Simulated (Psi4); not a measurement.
**[AlF4]− (fluoroaluminate): MP2/6-311+G(d,p)**

What is the vertical ionisation energy of [AlF4]− (fluoroaluminate) at MP2/6-311+G**? 

Program for the calculation: Psi4 1.11.

2 further runs of the same task are left out: 2 set aside as unsound or not needed.

## 1. Starting point

The species is [AlF4]− (5 atoms), meant as a singlet with charge -1. SMILES: `[F][Al-]([F])([F])[F]`. The coordinates come from a PBE0-D4/def2-TZVPD relaxation.

Bond lengths: F1–Al2 1.689 Å, Al2–F3 1.689 Å, Al2–F4 1.689 Å, Al2–F5 1.689 Å. Angles: F1–Al2–F3 109.5°, F1–Al2–F4 109.5°, F1–Al2–F5 109.5°, F3–Al2–F4 109.5°, F3–Al2–F5 109.5°, F4–Al2–F5 109.5°.

## 2. The energy at MP2/6-311+G(d,p)

job.inp

```
memory 2200 mb

molecule {
  -1 1
  F     -0.101500    -0.294000     1.660000
  Al     0.000000     0.000000     0.000000
  F     -1.343000     0.895800    -0.496200
  F      0.034500    -1.469900    -0.831000
  F      1.409900     0.868100    -0.332800
  units angstrom
  symmetry c1
  no_reorient
  no_com
}

set basis 6-311+G**
set reference rhf
set puream true
set e_convergence 1e-09
set d_convergence 1e-08
set scf_type pk
set num_frozen_docc 9
set mp2_type conv

energy('mp2')
```

Launch:

```sh
$ psi4 job.inp job.out -n 1
```

job.out (excerpt; [...] marks lines left out):

```text
[...]
  Running in c1 symmetry.
[...]
  Nuclear repulsion =  239.890506033856099
[...]
  Multiplicity = 1
[...]
  Nalpha       = 25
  Nbeta        = 25
[...]
    Number of basis functions: 118
[...]
   @RHF iter   1:  -640.01732962143456   -1.85036e+00   6.40014e-03 DIIS/ADIIS
[...]
   @RHF iter   9:  -640.19154140199771   -1.27329e-11   9.64694e-09 DIIS
[...]
    Orbital Energies [Eh]
    ---------------------
    Doubly Occupied:
       1A    -58.303588     2A    -26.055329     3A    -26.055323
       4A    -26.055321     5A    -26.055312     6A     -4.710928
       7A     -3.029016     8A     -3.029015     9A     -3.029015
      10A     -1.352743    11A     -1.335353    12A     -1.335343
      13A     -1.335341    14A     -0.517955    15A     -0.468785
      16A     -0.468781    17A     -0.468780    18A     -0.437207
      19A     -0.437207    20A     -0.425415    21A     -0.425414
      22A     -0.425413    23A     -0.403110    24A     -0.403109
      25A     -0.403105
[...]
  @RHF Final Energy:  -640.19154140199771
   => Energetics <=
    Nuclear Repulsion Energy =            239.8905060338560986
    One-Electron Energy =               -1386.2322782200478741
    Two-Electron Energy =                 506.1502307841939796
    Total Energy =                       -640.1915414019977106
[...]
 Multipole Moments:
 ------------------------------------------------------------------------------------
     Multipole            Electronic (a.u.)      Nuclear  (a.u.)        Total (a.u.)
 ------------------------------------------------------------------------------------
 L = 1.  Multiply by 2.5417464519 to convert [e a0] to [Debye]
 Dipole X            :          0.0018578           -0.0017008            0.0001571
 Dipole Y            :          0.0000191            0.0000000            0.0000191
 Dipole Z            :         -0.0000049           -0.0000000           -0.0000049
 Magnitude           :                                                    0.0001583
[...]
	SCS-MP2 Total Energy (a.u.)        :  -641.06594304194437
	SOS-MP2 Total Energy (a.u.)        :  -640.98211377377652
	SCSN-MP2 Total Energy (a.u.)       :  -640.63415993792432
[...]
	SOS-PI-MP2 Total Energy (a.u.)     :  -641.11387583573958
[...]
	MP2 Total Energy (a.u.)            :  -641.10183951631711
[...]
```

Wall time 14 s (1 thread of AMD EPYC 7B13 (Zen 3), shared host); peak memory 0.99 GiB.

## 3. Doublet neutral AlF4, same level

alf4.in

```
memory 2200 mb

molecule molecule1 {
  0 2
  F
  Al 1 1.688887
  F 2 1.688882 1 109.4705
  F 2 1.688892 3 109.47011 1 119.99963
  F 2 1.688837 3 109.47053 4 120.00065
  symmetry c1
}

set basis 6-311+G**
set reference uhf
set puream true
set e_convergence 1e-09
set d_convergence 1e-08
set scf_type pk
set num_frozen_docc 9
set mp2_type conv
set maxiter 100

energy("mp2")
```

Launch:

```sh
$ psi4 -i alf4.in -o alf4.out -n 1
```

alf4.out (excerpt; [...] marks lines left out):

```text
[...]
  Running in c1 symmetry.
[...]
  Nuclear repulsion =  239.890503312366121
[...]
  Multiplicity = 2
[...]
  Nalpha       = 25
  Nbeta        = 24
[...]
    Number of basis functions: 118
[...]
   @UHF iter   1:  -639.74439594928288   -1.57743e+00   4.49854e-03 DIIS/ADIIS
[...]
   @UHF iter  45:  -639.84878573421076   -1.12550e-11   8.42614e-09 DIIS
[...]
   @S^2 Observed:                8.144250147E-01
[...]
    Orbital Energies [Eh]
    ---------------------
    Alpha Occupied:
       1A    -58.576737     2A    -26.412526     3A    -26.412523
       4A    -26.412516     5A    -26.254268     6A     -4.983089
       7A     -3.301600     8A     -3.301600     9A     -3.300342
      10A     -1.698785    11A     -1.687370    12A     -1.687366
      13A     -1.535724    14A     -0.830281    15A     -0.816114
      16A     -0.816111    17A     -0.786830    18A     -0.781355
      19A     -0.781352    20A     -0.770376    21A     -0.750655
      22A     -0.750651    23A     -0.657266    24A     -0.617257
      25A     -0.617257
    Alpha Virtual:
[...]
  @UHF Final Energy:  -639.84878573421076
   => Energetics <=
    Nuclear Repulsion Energy =            239.8905033123661212
    One-Electron Energy =               -1372.2054949478260824
    Two-Electron Energy =                 492.4662059012492819
    Total Energy =                       -639.8487857342107645
  UHF NO Occupations:
  HONO-2 :   23  A 1.9845602
  HONO-1 :   24  A 1.9845593
[...]
 Multipole Moments:
 ------------------------------------------------------------------------------------
     Multipole            Electronic (a.u.)      Nuclear  (a.u.)        Total (a.u.)
 ------------------------------------------------------------------------------------
 L = 1.  Multiply by 2.5417464519 to convert [e a0] to [Debye]
 Dipole X            :         -0.7268283            0.0000038           -0.7268245
 Dipole Y            :         -0.4195576            0.0000066           -0.4195510
 Dipole Z            :         -0.2967527            0.0000005           -0.2967522
 Magnitude           :                                                    0.8901454
[...]
	SCS-MP2 Total Energy (a.u.)        :  -640.73215796327213
	SOS-MP2 Total Energy (a.u.)        :  -640.64455623035883
	SCSN-MP2 Total Energy (a.u.)       :  -640.31132288399294
[...]
	SOS-PI-MP2 Total Energy (a.u.)     :  -640.77718464638349
[...]
	MP2 Total Energy (a.u.)            :  -640.77473301307407
[...]
```

It took 20 s on 1 thread of AMD EPYC 7B13 (Zen 3), shared host; peak memory 0.99 GiB.

## 4. What came out

Level: MP2/6-311+G**, 9 core orbitals frozen.

```
                                                                        quantity          value
                                                   singlet [AlF4]−: total energy  -641.10184 Eh
                            singlet [AlF4]−: HOMO energy (Hartree–Fock orbitals)      -10.97 eV
                            singlet [AlF4]−: LUMO energy (Hartree–Fock orbitals)        4.92 eV
          singlet [AlF4]−: HOMO–LUMO gap (to an unbound level, set by the basis)       15.89 eV
                    singlet [AlF4]−: correlation energy (9 core orbitals frozen)     -910.3 mEh
                                              doublet neutral AlF4: total energy  -640.77473 Eh
doublet neutral AlF4: HOMO energy (Hartree–Fock orbitals) (highest over α and β)      -14.37 eV
 doublet neutral AlF4: LUMO energy (Hartree–Fock orbitals) (lowest over α and β)       -7.80 eV
               doublet neutral AlF4: correlation energy (9 core orbitals frozen)     -925.9 mEh
                         doublet neutral AlF4: ⟨S²⟩ of the reference determinant          0.814
                             vertical detachment energy (to the doublet neutral)       8.901 eV
```

In words: The vertical ionisation energy comes to 8.90 eV (859 kJ/mol).
